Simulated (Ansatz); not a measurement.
# TiAl2: the cost of one run

Program: Ansatz 0.2.0. Level of theory: DFT LDA, scalar-relativistic, plane waves, PAW. These are calculated values, not measurements.

18 further runs of the same task are left out: 1 for a known fault of the program, 17 set aside as unsound or not needed.

## 1. The starting structure

Symmetry: Cmmm, No. 65, orthorhombic system. Conventional cell: a = 3.863 Å, b = 11.946 Å, c = 3.931 Å, α = 90.00°, β = 90.00°, γ = 90.00°. Ti (site symmetry m2m) has 10 Al at 2.68 to 2.83 Å and 2 Ti at 2.96 Å as nearest neighbours. Around Al (site symmetry mmm) lie 4 Ti at 2.68 Å and 8 Al at 2.76 to 2.85 Å. Al (site symmetry m2m) is surrounded by 6 Al at 2.67 to 2.85 Å and 6 Ti at 2.76 to 2.83 Å. Around Al (site symmetry mmm) lie 4 Ti at 2.71 Å and 8 Al at 2.76 to 2.83 Å.

Structure file:

```cif
data_structure
_symmetry_space_group_name_H-M 'P 1'
_symmetry_Int_Tables_number 1
_cell_length_a 6.2778
_cell_length_b 6.2778
_cell_length_c 3.9311
_cell_angle_alpha 90.000
_cell_angle_beta 90.000
_cell_angle_gamma 144.157
_cell_volume 90.72
loop_
_atom_site_label
_atom_site_type_symbol
_atom_site_fract_x
_atom_site_fract_y
_atom_site_fract_z
_atom_site_occupancy
Ti1 Ti 0.65606 0.34394 0.00000 1
Ti2 Ti 0.34394 0.65606 0.00000 1
Al1 Al 0.00000 0.00000 0.00000 1
Al2 Al 0.82698 0.17302 0.50000 1
Al3 Al 0.17302 0.82698 0.50000 1
Al4 Al 0.50000 0.50000 0.50000 1
```

This cell was relaxed beforehand with the same method: volume 15.12 Å³/atom, gap on the mesh none (metal).

## 2. Plan of the line

The energy is mapped over volume and the cell's shape.

First coordinate, volume per atom: 7 values from 13.30 to 16.93 Å³. Second coordinate, stretch along c over the lengths across it, relative to the relaxed cell: 7 values from 0.923 to 1.083.

Nothing else is relaxed (fractional coordinates fixed). Energies count from the relaxed crystal. Points are written as (first, second).

## 3. The run at (13.91 Å³, 1.055)

Contents of input.yaml:

```yaml
crystal:
  lattice:
    - [1.8456087228, -5.7068204456, 0.0]
    - [1.8456087228, 5.7068204456, 0.0]
    - [0.0, 0.0, 3.962000647]
  atoms:
    - { symbol: Ti, position: [0.6560576955, 0.3439423045, 0.0] }
    - { symbol: Ti, position: [0.3439423045, 0.6560576955, 0.0] }
    - { symbol: Al, position: [0.0, 0.0, 0.0] }
    - { symbol: Al, position: [0.8269820961, 0.1730179039, 0.5] }
    - { symbol: Al, position: [0.1730179039, 0.8269820961, 0.5] }
    - { symbol: Al, position: [0.5, 0.5, 0.5] }
basis:
  ecutwfc: 520.0
kpoints:
  mp_grid: { grid: [12, 12, 12] }
hamiltonian:
  xc: lda
  pseudopotentials: { kind: paw, azcp: { folder: soft_1 } }
scf:
  occupations: { method: gaussian, width: 0.15 }
output:
  forces: true
  stress: true
  eigenvalues: true
  write_density: true
  write_potential: true
  elf: true
  volumetric_format: npy
```

The run is started by

```console
$ ansatz run input.yaml --threads 4 --pin off --max-ram 8192MiB --backend cpu --events-out ev --progress --plain --runs-dir out
```

What time and memory should one allow on 4 threads of Arm Neoverse V1, shared host?

About 18 s, with a peak of 0.85 GiB.
